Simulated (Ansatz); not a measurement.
# Te3Pb2: the cost of one run

Program: Ansatz 0.2.0. Level of theory: DFT PBE, scalar-relativistic, plane waves, PAW. These are calculated values, not measurements.

## (1) Starting point

Symmetry: Pm-3m, No. 221, cubic system. The conventional cell has a = 5.672 Å, b = 5.672 Å, c = 5.672 Å, α = 90.00°, β = 90.00°, γ = 90.00°. Te (site symmetry 4/mmm) is surrounded by 6 Pb at 2.84 to 4.01 Å. Around Pb (site symmetry m-3m) lie 12 Te at 4.01 Å. Pb (site symmetry m-3m) is surrounded by 6 Te at 2.84 Å.

As a file:

```xyz
5
Lattice="5.6718 0.0000 0.0000 0.0000 5.6718 0.0000 0.0000 0.0000 5.6718" Properties=species:S:1:pos:R:3 pbc="T T T"
Te    0.0000    2.8359    2.8359
Te    2.8359    0.0000    2.8359
Te    2.8359    2.8359    0.0000
Pb    0.0000    0.0000    0.0000
Pb    2.8359    2.8359    2.8359
```

The cell is invented: random cell by space group and Wyckoff sites (Pm-3m, No. 221). The dimensions are guesses.

## (2) Probe: one point on a coarse mesh

File input.yaml:

```yaml
crystal:
  lattice:
    - [5.6717555, 0.0, 0.0]
    - [0.0, 5.6717555, 0.0]
    - [0.0, 0.0, 5.6717555]
  atoms:
    - { symbol: Te, position: [0.0, 0.5, 0.5] }
    - { symbol: Te, position: [0.5, 0.0, 0.5] }
    - { symbol: Te, position: [0.5, 0.5, 0.0] }
    - { symbol: Pb, position: [0.0, 0.0, 0.0] }
    - { symbol: Pb, position: [0.5, 0.5, 0.5] }
basis:
  ecutwfc: 420
kpoints:
  mp_grid: { grid: [4, 4, 4] }
hamiltonian:
  xc: pbe
scf:
  occupations: { method: gaussian, width: 0.1 }
  lower_state_search: "off"
output:
  forces: true
  stress: true
  eigenvalues: true
```

The run is started by

```console
$ ansatz run input.yaml --threads 1 --pin off --max-ram 2560MiB --backend cpu --events-out ev --progress --plain --runs-dir out
```

What time and memory should one allow on 1 thread of Intel Xeon 6975P-C (Granite Rapids), shared host?

About 2.5 s, with a peak of 0.49 GiB.
